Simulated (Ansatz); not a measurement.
# Cd2BiO2: the cost of one run

Computed with Ansatz 0.2.0 (DFT PBE, scalar-relativistic, plane waves, PAW, unless a step's input says otherwise).

## Step 1: The starting structure

The structure is hexagonal, space group P-6m2 (No. 187). The conventional cell has a = 4.048 Å, b = 4.048 Å, c = 7.915 Å, α = 90.00°, β = 90.00°, γ = 120.00°. Around Cd (site symmetry -6m2) lie 6 O at 2.85 Å. Around Cd (site symmetry -6m2) lie 3 Bi at 2.34 Å. Bi (site symmetry -6m2) has 3 Cd at 2.34 Å as nearest neighbours. O (site symmetry 3m) is surrounded by 3 Cd at 2.85 Å.

As a file:

```
Cd Bi O
1.0
     4.04784    0.00000    0.00000
    -2.02392    3.50553    0.00000
     0.00000    0.00000    7.91545
Cd Bi O
2 1 2
Direct
  0.66667 0.33333 0.50000
  0.33333 0.66667 0.00000
  0.66667 0.33333 0.00000
  0.00000 0.00000 0.70553
  0.00000 0.00000 0.29447
```

Recipe of the guess: species swapped into a database cell of Sr2ZnAs2 (P-6m2, No. 187), with O on the Sr sites, Bi on the Zn sites and Cd on the As sites. Lengths come from tabulated atomic sizes and are only a guess.

## Step 2: Probe: one point on a coarse mesh

Input file input.yaml:

```yaml
crystal:
  lattice:
    - [4.047839, 0.0, 0.0]
    - [-2.0239195, 3.50553141, 0.0]
    - [0.0, 0.0, 7.91544597]
  atoms:
    - { symbol: Cd, position: [0.66666667, 0.33333333, 0.5] }
    - { symbol: Cd, position: [0.33333333, 0.66666667, 0.0] }
    - { symbol: Bi, position: [0.66666667, 0.33333333, 0.0] }
    - { symbol: O, position: [0.0, 0.0, 0.70553398] }
    - { symbol: O, position: [0.0, 0.0, 0.29446602] }
basis:
  ecutwfc: 420
kpoints:
  mp_grid: { grid: [6, 6, 2] }
hamiltonian:
  xc: pbe
scf:
  occupations: { method: gaussian, width: 0.1 }
  lower_state_search: "off"
output:
  forces: true
  stress: true
  eigenvalues: true
```

On the command line:

```sh
> ansatz run input.yaml --threads 1 --pin off --max-ram 2560MiB --backend cpu --events-out ev --progress --plain --runs-dir out
```

What time and memory should one allow on 1 thread of Arm Neoverse V2, shared host?

About 4.5 s, with a peak of 0.35 GiB.
